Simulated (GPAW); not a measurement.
Runs of GPAW 26.7.0 on CsLiCr2Te2S3. Symmetry: Cm, No. 8, monoclinic system. The conventional cell has a = 6.843 Å, b = 10.361 Å, c = 7.978 Å, α = 90.00°, β = 111.21°, γ = 90.00°. Around Cs (site symmetry m) lie 5 S at 3.58 to 3.92 Å and 1 Li at 4.01 Å. Around Li (site symmetry m) lie 3 S at 2.42 to 2.56 Å. Around Cr (site symmetry 1) lie 3 S at 2.20 to 2.25 Å and 1 Te at 2.51 Å. Te (site symmetry 1) has 1 Cr at 2.51 Å as nearest neighbours. S (site symmetry 1) is surrounded by 2 Cr at 2.24 to 2.25 Å and 1 Li at 2.56 Å. Around S (site symmetry m) lie 2 Cr at 2.20 Å and 1 Li at 2.42 Å. The cell was built by a generator and needn't be a form met in nature.

| task | level | cell | k mesh | ranks | eigensolver | band path | band points | older calculator (legacy_gpaw) | mesh quality | gap on the mesh (eV) | pressure (GPa) | moment (μB) | largest force (eV/Å) |
| --- | --- | --- | --- | --- | --- | --- | --- | --- | --- | --- | --- | --- | --- |
| band structure | TPSS | as given | 4 × 4 × 3 | 8 | davidson | GYFHZIF1,H1Y1XGN,MG | 80 | - | not flagged | - | 0.4 | (a) | 0.24 |
| band structure | SCAN | as given | 4 × 4 × 3 | 8 | - | GYFHZIF1,H1Y1XGN,MG | 80 | - | not flagged | - | 0.0 | 4.04 | (b) |
| atomic charges | PBE | as given | 4 × 4 × 3 | 8 | - | - | - | yes | not flagged | none | 0.2 | 4.02 | 0.11 |
| single point | PBE+D3 | as given | 3 × 3 × 2 | - | - | - | - | - | coarse | none | -0.6 | 4.01 | (c) |
| electrostatic potential | PBE | as given | 4 × 4 × 3 | 8 | - | - | - | - | not flagged | none | 0.2 | 4.02 | 0.11 |
| single point | PBE+D4 | as given | 3 × 3 × 2 | - | - | - | - | - | coarse | none | -1.2 | 4.01 | 0.10 |
| relaxation of cell and atoms | PBE | relaxed | 4 × 4 × 3 | 8 | - | - | - | - | not flagged | none | 0.0 | 4.02 | 0.02 |
| single point | optB88-vdW | as given | 3 × 3 × 2 | - | - | - | - | yes | coarse | none | - | 4.01 | 0.30 |

Alike in all rows: potentials or basis GPAW PAW data sets (gpaw-data 1.2.1), pw; spin collinear, ferromagnetic start; cutoff (eV) 800; smearing fermi-dirac 0.05 eV.

Question: Estimate the missing entries.

Answer: (a) 4.03; (b) 0.25; (c) 0.12.

Caveats: some runs use coarse meshes; only a ferromagnetic start was run, and an antiferromagnetic order may lie lower in energy; the PAW data sets were made with another functional, which shifts forces and pressure a little (some runs); spin-orbit coupling is left out, which moves the levels of the heavy elements (some runs); pairwise dispersion overbinds metals, which lowers pressure and volume (some runs); each step starts from the last one's moments, so a moment once lost doesn't come back (some runs); later steps reuse the first step's grids (some runs).

A k mesh can miss the band edges, and the runs leave out spin-orbit coupling on Cs, Te.

A gap of «none» marks a metal or a gap under the smearing width.
